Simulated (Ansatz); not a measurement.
**C₃H₁₁BSi: one species, many methods**

The task here is to estimate one member of a computed series from the others.

Method: functionals in def2-TZVPP, the program's frozen cores in correlated methods; program: Ansatz 0.2.0, Gaussian basis.

Levels to be run: LDA (SPW92), PBE-D4, revPBE-D4, BLYP-D4, r2SCAN-D4, B97M-V, PBE0-D4, B3LYP-D4, r2SCANh-D4, r2SCAN0-D4, HSE06-D4, BHLYP-D4, CAM-B3LYP-D4, LC-ωPBE, ωB97X-V, ωB97M-V, B2PLYP, PBE-QIDH; CCSD(T)/def2-SVP; CCSD(T)/def2-TZVPP; MP2/def2-QZVPP; extrapolation to the limit; RPA on PBE.

## Structure used throughout

All runs share one geometry, relaxed beforehand with PBE0-D4 in a triple-zeta def2 set.

SMILES `BCC(C)[SiH3]`, 16 atoms, charge 0, spin multiplicity 1.

Atoms are counted from 1 here; the program's logs count them from 0.

Bond lengths: B1–C2 1.549 Å, B1–H6 1.198 Å, B1–H7 1.199 Å, C2–C3 1.529 Å, C2–H8 1.097 Å, C2–H9 1.113 Å, C3–C4 1.526 Å, C3–Si5 1.883 Å, C3–H10 1.098 Å, C4–H11 1.095 Å, C4–H12 1.094 Å, C4–H13 1.093 Å, Si5–H14 1.489 Å, Si5–H15 1.491 Å, Si5–H16 1.490 Å. Angles: C2–B1–H6 120.2°, C2–B1–H7 120.9°, H6–B1–H7 118.6°, B1–C2–C3 119.1°, B1–C2–H8 112.6°, B1–C2–H9 99.3°, C3–C2–H8 111.6°, C3–C2–H9 109.3°, H8–C2–H9 102.9°, C2–C3–C4 112.7°, C2–C3–Si5 109.4°, C2–C3–H10 108.2°, C4–C3–Si5 111.4°, C4–C3–H10 108.9°, Si5–C3–H10 106.0°, C3–C4–H11 110.9°, C3–C4–H12 111.1°, C3–C4–H13 112.1° and more.

Set-up of the first run:

in.yaml reads:

```yaml
crystal:
  periodic: [false, false, false]
  atoms:
    - {symbol: B, position_ang: [-0.215025, 2.142339, 0.777142]}
    - {symbol: C, position_ang: [0.278063, 0.679476, 0.898921]}
    - {symbol: C, position_ang: [0.351512, -0.188743, -0.357820]}
    - {symbol: C, position_ang: [1.187203, -1.448535, -0.153573]}
    - {symbol: Si, position_ang: [-1.392405, -0.607574, -0.932853]}
    - {symbol: H, position_ang: [-0.528491, 2.756845, 1.756212]}
    - {symbol: H, position_ang: [-0.204769, 2.710390, -0.279049]}
    - {symbol: H, position_ang: [-0.193303, 0.143902, 1.732597]}
    - {symbol: H, position_ang: [1.308231, 0.868175, 1.276398]}
    - {symbol: H, position_ang: [0.799892, 0.409538, -1.161442]}
    - {symbol: H, position_ang: [2.210028, -1.195048, 0.144071]}
    - {symbol: H, position_ang: [0.765250, -2.077676, 0.636092]}
    - {symbol: H, position_ang: [1.246661, -2.054344, -1.061644]}
    - {symbol: H, position_ang: [-1.381363, -1.330138, -2.234338]}
    - {symbol: H, position_ang: [-2.194898, 0.640005, -1.078761]}
    - {symbol: H, position_ang: [-2.059387, -1.471314, 0.082249]}
basis:
  gaussian: {orbitals: def2-TZVPP}
hamiltonian: {xc: lda}
output: {orbitals: {seedname: orbitals}}
```

Launch:

```console
$ ansatz run in.yaml --threads 4 --pin off --events-out ev --progress --plain --max-ram 10444MiB
```

Steps of the session up to this table: LDA; PBE-D4 (GGA); revPBE-D4 (GGA); BLYP-D4 (GGA); r2SCAN-D4 (meta-GGA); B97M-V (meta-GGA); B3LYP-D4 (hybrid); r2SCANh-D4 (hybrid); r2SCAN0-D4 (hybrid); HSE06-D4 (hybrid); BHLYP-D4 (hybrid); CAM-B3LYP-D4 (range-separated); LC-ωPBE (range-separated); ωB97X-V (range-separated); ωB97M-V (range-separated); B2PLYP (double hybrid); PBE-QIDH (double hybrid).

One of the session's tables, all rows but one given; the rest of the session is left out.

It belongs to the step «Frontier levels by functional». 

```
  functional  HOMO (eV)  gap (eV)
 LDA (SPW92)      -7.05      4.41
      PBE-D4      -6.96      4.63
   revPBE-D4      -6.92      4.72
     BLYP-D4      -6.85      4.68
   r2SCAN-D4      -7.19      5.27
      B97M-V      -7.36      5.29
     PBE0-D4      -8.17      6.87
    B3LYP-D4      -7.98      6.46
  r2SCANh-D4      -7.64      6.07
  r2SCAN0-D4      -8.33      7.27
    HSE06-D4          ?         ?
    BHLYP-D4      -9.33      9.09
CAM-B3LYP-D4      -9.52      9.33
     LC-ωPBE     -10.84     11.87
     ωB97X-V     -10.52     11.42
     ωB97M-V     -10.38     11.01
```

Q: Estimate the row for HSE06-D4 from the others.

**Answer.** HOMO (eV): -7.77; gap (eV): 6.09. In the column «HOMO (eV)» it lies between B3LYP-D4 (-7.98) and r2SCANh-D4 (-7.64).
